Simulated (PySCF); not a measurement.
# C5H6N2O2S: the cost of one run

Programs: PySCF 2.14.0, with routines of our own; each step states its level. All values are computed. Atoms count from 0.

## (1) The starting structure

16 atoms, charge 0, multiplicity 1; geometry from: GFN2-xTB.

## (2) Magnetic properties: GIAO PBE/pcSseg-1

What the job is given:

```
{"job": {"kind": "mag", "xc": "PBE", "basis": "pcSseg-1", "isotopologues": 0}, "charge": 0, "multiplicity": 1}
O      0.891975     2.104132    -0.330487
C      1.696524     1.216473    -0.489274
C      1.478645    -0.183762    -0.159359
N      2.408082    -1.085675    -0.453469
S      1.931854    -2.530618     0.050741
N      0.514959    -2.061190     0.688049
C      0.361351    -0.767395     0.515685
C     -0.865847    -0.060918     0.960344
C     -1.889076     0.008319    -0.191681
O     -1.382204     0.613401    -1.346974
H      2.700498     1.408759    -0.903061
H     -0.605406     0.953830     1.268756
H     -1.314164    -0.601802     1.793609
H     -2.184461    -1.002557    -0.486252
H     -2.778975     0.543058     0.172608
H     -0.971354     1.454889    -1.100647
```

With the program's defaults for keys left out, this is: GIAO PBE/pcSseg-1 magnetisability, rotational g tensor and spin-rotation constants, non-relativistic, gas phase.

On the command line:

```sh
$ OMP_NUM_THREADS=1 python excited_run.py task.json out
```

This one command runs all jobs of the session in turn.

Q: Estimate the wall time and peak memory of this first job on 1 thread of Arm Neoverse V1, shared host.

About 69 s, with a peak of 0.73 GiB.
